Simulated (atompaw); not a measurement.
**A PAW (atompaw) potential for selenium, from input to tests**

Do these settings give a usable potential? It is generated, then checked for scattering, ghosts and hardness.

Program: atompaw 4.2.0.5. Reference atom: PBE, scalar-relativistic, spherical and spin-unpolarised. All values are calculated.

### Step 1. The atom and the settings

Typed settings, in words:

- element: selenium (Se, Z = 34)
- type: PAW
- frozen core: [Ar]
- valence charge: 16
- reference configuration: 3d10 4s2 4p4
- partial waves: 4s (bound): rc 1.70 bohr; 4s channel at 0.3 Ry: rc 1.90 bohr; 4p (bound): rc 1.90 bohr; 4p channel at -0.15 Ry: rc 1.90 bohr; 3d (bound): rc 0.85 bohr; 3d channel at -2.6 Ry: rc 0.85 bohr
- local potential: troulliermartins scheme with l = 3 at 0 Ry, radius 1.85 bohr
- core correction: smooth core density matched at 1.20 bohr
- augmentation charge: gaussian compensation charge, radius 1.90 bohr; PAW radius 1.90 bohr; waves and projectors: custom rrkj gramschmidtortho

An earlier all-electron run gives the scale for the radii.

All-electron outer shells of the reference configuration (PBE, scalar-relativistic, ld1.x):

```tsv
shell	level (eV)	outermost node (bohr)	outermost maximum (bohr)
3s	-213.51	0.24	0.50
3p	-152.98	0.21	0.50
3d	-53.12	–	0.45
4s	-17.29	0.70	1.51
4p	-6.51	0.74	1.82
```

### Step 2. Generation

File Se.input:

```
Se 34
GGA-PBE scalarrelativistic loggrid 1500 logderivrange -6 5 276
4 4 3 0 0 0
4 1 4
0 0 0
c
c
c
v
c
c
v
v
2
1.90 1.90 1.85 1.20
y
0.3
n
y
-0.15
n
y
-2.6
n
custom rrkj gramschmidtortho gaussian
3 0 troulliermartins
1.70
1.90
1.90
1.90
0.85
0.85
PWSCFOUT
UPFDX 0.0125d0 UPFXMIN -7.d0 UPFZMESH 34.d0
END
```

On the command line:

```bash
atompaw < Se.input > Se.log
```

Before running it: what results should come out? Wanted: cutoffs for 10 and 1 mRy, occupied levels; bound ghosts; largest phase difference near zero energy, channels read; lowest eigenvalue of the overlap; share of valence orbitals outside the PAW sphere; UPF file.

The runs gave:

| quantity | value |
| --- | --- |
| cutoffs for 10 and 1 mRy, occupied levels | 230 Ry and over 300 Ry |
| bound ghosts | s at -1639.02 eV |
| largest phase difference near zero energy, channels read | 0.006 rad |
| lowest eigenvalue of the overlap (Bessel basis) | 0.028 (s) |
| share of valence orbitals outside the PAW sphere | 4s 38 %, 4p 61 %, 3d 0 % |
| UPF file | written |

**Reading.** It has a bound ghost (s), a state that the atom doesn't have, and that rules the file out. Close by lies the frozen 2s level (-1607.2 eV). It counts as very hard, with 230 Ry needed at the looser tolerance. The tighter tolerance needs over 300 Ry, and converged work needs a cutoff nearer that. The slowest occupied level is 3d: taken alone it needs 230 Ry to come within 1 mRy, against 15 Ry for 4p. Near zero energy the phases of the channels with partial waves agree within 0.006 rad. These are tests on the free atom; a crystal test is still owed.
